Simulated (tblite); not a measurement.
# C2H12F2S2Si4: the cost of one run

Programs: PySCF 2.14.0 with density-fitted response routines of our own, and tblite 0.8.0. All values are computed, except where a source is named. Atoms count from 0 throughout.

## 1. The molecule as given

22 atoms, charge 0, multiplicity 1; geometry from: MMFF94s geometry.

Bonds of the start (Å): C0–H10 1.09, C0–H11 1.11, C0–H12 1.09, C0–Si1 1.84, C2–H14 1.10, C2–H15 1.09, C2–H16 1.10, S3–Si4 2.14, S7–Si8 2.13, Si1–C2 1.85, Si1–H13 1.49, Si1–S3 2.14, Si4–F5 1.60, Si4–F6 1.59, Si4–S7 2.13, Si8–H17 1.49, Si8–H18 1.48, Si8–Si9 2.31, Si9–H19 1.49, Si9–H20 1.49, Si9–H21 1.49.

## 2. GFN2-xTB relaxation, conformer 1

Job settings and geometry (Å):

```
{"job": {"xc": "GFN2-xTB", "basis": "xTB", "kind": "relax"}, "charge": 0, "multiplicity": 1}
C     -3.204900     1.834300    -0.583900
Si    -2.303300     0.339400    -0.003700
C     -3.396300    -1.151200     0.032500
S     -0.674000     0.002700    -1.351600
Si     0.537300    -1.049100     0.061800
F     -0.295800    -2.266100     0.674400
F      0.997200    -0.059400     1.222100
S      2.240800    -1.830600    -0.951700
Si     3.440100    -0.078800    -0.770900
Si     4.443300     0.120700     1.301300
H     -2.563700     2.713600    -0.606100
H     -4.058800     2.061300     0.080200
H     -3.617700     1.691200    -1.581400
H     -1.768900     0.613500     1.360300
H     -3.787300    -1.367800    -0.970000
H     -2.890400    -2.035300     0.413400
H     -4.269100    -0.973000     0.681200
H      2.621000     1.119000    -1.096400
H      4.492000    -0.165700    -1.807000
H      5.376500    -1.018000     1.544000
H      3.438600     0.133300     2.396600
H      5.233100     1.385500     1.378900
```

The run is started by

```sh
$ OMP_NUM_THREADS=1 python ens_run.py task.json out
```

The driver reads the study from task.json and runs its stages one after another.

Q: Estimate the wall time of this first job on 1 thread of Intel Xeon at 2.50GHz, shared host.

About 18 s.
